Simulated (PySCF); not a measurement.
# Cl6Ta ([TaCl6]-): the cost of one run

Computed with PySCF 2.14.0 and routines of our own; the level stands in each step. Atoms count from 0.

5 further runs of the same task are left out: 3 for a basis unfit for spin-orbit shieldings, 2 for a known fault of the program.

## (1) The system as given

7 atoms, charge -1, multiplicity 1; geometry from: GFN2-xTB.

## (2) Geometry optimisation at PBE0-D3(BJ)/def2-SVP

Job settings and geometry (Å):

```
{"job": {"xc": "PBE0", "basis": "def2-SVP", "d3": "d3bj", "grid": 1, "maxiter": 30, "shake": 0.03, "kind": "geom"}, "charge": -1, "multiplicity": 1}
Ta     0.061460    -0.076520     0.012550
Cl    -0.024400    -0.013190     2.350710
Cl    -0.030040     0.011850    -2.382820
Cl     2.456770     0.004410     0.003280
Cl    -2.365140    -0.037110    -0.055780
Cl    -0.031330     2.371560     0.006830
Cl     0.024540    -2.363000    -0.003320
```

The run is started by

```sh
OMP_NUM_THREADS=1 python heavy_run.py task.json out
```

This one command runs all jobs of the session in turn.

Q: Estimate the wall time and peak memory of this first job on 1 thread of Arm Neoverse V2, shared host.

About 2 min, with a peak of 0.57 GiB.
